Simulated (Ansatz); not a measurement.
NbPd4:

```
Pd Nb
1.0
     1.41760    0.81845   11.49527
    -1.41760    0.81845   11.49527
     0.00000   -1.63690   11.49527
Pd Nb
4 1
Direct
  0.60062 0.60062 0.60062
  0.19992 0.19992 0.19992
  0.80008 0.80008 0.80008
  0.39938 0.39938 0.39938
  0.00000 0.00000 0.00000
```

The cell comes from a database or a generator and needn't be the stable form of this composition.

- Program: Ansatz 0.2.0
- Task: relaxation of cell and atoms
- Functional: r2SCAN
- Potentials or basis: Ansatz PAW
- Cutoff: 500 eV (not typed: the program's choice for these potentials)
- k mesh: 11 × 11 × 11
- Occupations: fermi-dirac, width 0.05 eV
- Spin: no spin polarisation

At the start: volume 16.00 Å³/atom.

Problem. Where does the relaxation end?

Solution. It ends after 5 steps and the volume is 15.47 Å³/atom (-3.4 %); space group R-3m (No. 166, to 0.05 Å).

The path:
```
step  energy change (eV)  largest force (eV/Å)  volume (Å³)
   1              0.0000                0.0862        80.02
   2             -0.0532                0.0058        77.61
   3             -0.0542                0.0034        77.32
   4             -0.0542                0.0008        77.34
   5             -0.0505                0.0008        77.34
```

Final structure:
```
Pd Nb
1.0
     1.39944    0.80797   11.40028
    -1.39944    0.80797   11.40028
     0.00000   -1.61593   11.40028
Pd Nb
4 1
Direct
  0.60060 0.60060 0.60060
  0.19998 0.19998 0.19998
  0.80002 0.80002 0.80002
  0.39940 0.39940 0.39940
  0.00000 0.00000 0.00000
```

Caveat: the plane-wave basis is chosen anew once the cell has moved, so the energies of steps on either side of that aren't comparable; the PAW data sets come from PBE, with cores solved anew for the run's functional, which leaves a small shift of forces and pressure.
